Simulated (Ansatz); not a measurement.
# Ta: a surface, (11-20), 3 layers

What do the surfaces of Ta (11-20), 3 layers cost, and how tightly do they hold an electron? Methods of the runs shown: PAW. Its runs: bulk cell relaxed (PAW); bulk in the slab's orientation (PAW); the reference run (PAW); atoms relaxed (PAW); vacuum of 22 Å (PAW); W in place of Ta in the outer layer (PAW); W in place of Ta in the middle layer (PAW).

Method: DFT, PBEsol, PAW with Ansatz's default frozen-core files, scalar-relativistic, in Ansatz 0.2.0.

### Step 1. The starting structure

The structure is hexagonal, space group P6_3/mmc (No. 194). The conventional cell has a = 2.933 Å, b = 2.933 Å, c = 4.752 Å, α = 90.00°, β = 90.00°, γ = 120.00°. Ta (site symmetry -6m2) is surrounded by 12 Ta at 2.92 to 2.93 Å.

Coordinates:

```cif
data_structure
_symmetry_space_group_name_H-M 'P6_3/mmc'
_symmetry_Int_Tables_number 194
_cell_length_a 2.9333
_cell_length_b 2.9333
_cell_length_c 4.7520
_cell_angle_alpha 90.000
_cell_angle_beta 90.000
_cell_angle_gamma 120.000
_cell_volume 35.41
loop_
_atom_site_label
_atom_site_type_symbol
_atom_site_symmetry_multiplicity
_atom_site_Wyckoff_symbol
_atom_site_fract_x
_atom_site_fract_y
_atom_site_fract_z
_atom_site_occupancy
Ta1 Ta 2 c 0.33333 0.66667 0.25000 1
```

The file gives the conventional cell by its symmetry; the runs use the cell typed in the input.

Atoms are numbered in the order of the input: Ta1, Ta2.

### Step 2. Bulk cell relaxed, PAW

input.yaml reads:

```yaml
crystal:
  lattice:
    - [2.9333243912, 0.0, 0.0]
    - [-1.4666621956, 2.5403334404, 0.0]
    - [0.0, 0.0, 4.7519855138]
  atoms:
    - { symbol: Ta, position: [0.3333333333, 0.6666666667, 0.25] }
    - { symbol: Ta, position: [0.6666666667, 0.3333333333, 0.75] }
kpoints:
  mp_grid: { grid: [17, 17, 9] }
scf:
  occupations: { method: fermi_dirac, width: 0.05 }
hamiltonian:
  xc: pbesol
  pseudopotentials: { kind: paw }
output:
  forces: true
  stress: true
relax:
  f_tol: 0.005
  max_steps: 40
  cell: {}
```

Command:

```sh
$ ansatz run input.yaml --threads 2 --pin off --max-ram 4096MiB --backend cpu --events-out ev --progress --plain --runs-dir out
```

After this run come: Bulk in the slab's orientation, PAW; Slab as cut, PAW; Atoms relaxed, PAW; Vacuum of 22 Å, PAW; W in place of Ta in the outer layer, PAW; W in place of Ta in the middle layer, PAW.

**Question.** What will these runs give? Wanted: surface energy; work function; outer layer spacing; surface core-level shift by Z+1.

**Answer**, as computed:

```
                             quantity          value
        surface energy (PAW, relaxed)      2.35 J/m²
         work function (PAW, relaxed)        3.74 eV
            outer layer spacing (PAW)  1.43 → 1.28 Å
surface core-level shift by Z+1 (PAW)       +0.19 eV
```

By PAW the surface costs 2.66 J/m² as cut and 2.35 J/m² relaxed. The outermost spacing changes by -10.5 % (PAW). Vacuum of 22 Å moves the work function by less than 0.01 eV (PAW). Putting the next element in the outer rather than the middle layer costs +0.19 eV (PAW); in the Z+1 picture that is the binding energy at the surface less that inside. Thickness wasn't converged, and no reconstruction was sought. Spin-orbit coupling is left out, though the cell holds Ta; in elements this heavy it can shift bands and gaps by tenths of an eV.
